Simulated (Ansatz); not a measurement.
The system is NiMoIrPdW.

```
Ni Mo Pd Ir W
1.0
    -1.37004    1.37004    9.71647
     1.37004   -1.37004    9.71647
     1.37004    1.37004   -9.71647
Ni Mo Pd Ir W
1 1 1 1 1
Cartesian
  0.0000 0.0000 3.8598
  0.0000 0.0000 11.8389
  0.0000 0.0000 15.4123
  0.0000 0.0000 7.7623
  0.0000 0.0000 19.3484
```

The cell was built by a generator and needn't be a form met in nature.

Base run:

| Property | Result |
| --- | --- |
| Program | Ansatz 0.2.0 |
| Functional | PBE |
| Potentials or basis | Ansatz PAW |
| Cutoff | 420 eV (not typed: the program's choice for these potentials) |
| k mesh | 13 × 13 × 13 |
| Occupations | fermi-dirac, width 0.05 eV |
| Spin | collinear spin, ferromagnetic start |
| Starting moments | [1.0, 1.0, 0.0, 0.6, 0.0] μB |
| Hubbard terms | Ir d U = 2 eV, Mo d U = 2 eV, Ni d U = 2 eV, Pd d U = 2 eV, W d U = 2 eV |

Its results: band gap on the k mesh none (metal or under the smearing width); pressure 0.3 GPa; net moment 0.00 μB per cell; largest force 0.068 eV/Å.

Problem. The run is repeated on the same cell with these changes: hubbard terms from Ir d U = 2 eV, Mo d U = 2 eV, Ni d U = 2 eV, Pd d U = 2 eV, W d U = 2 eV to Ir d U = 4 eV, Mo d U = 4 eV, Ni d U = 4 eV, Pd d U = 4 eV, W d U = 4 eV. What comes out?

Solution. Band gap on the k mesh none (metal or under the smearing width); pressure 5.5 GPa; net moment -0.78 μB per cell; site moments Ni -0.92; Mo -0.01; Pd -0.03; Ir +0.08; W +0.07 μB; largest force 1.017 eV/Å.

Caveats: the magnetic or orbital state may not be the lowest; the U is typed as a test and isn't derived for this compound; the starting moments weren't kept (some runs); forces of over 1 eV/Å show positions far from the minimum, so gaps and moduli don't describe the material at rest (some runs).
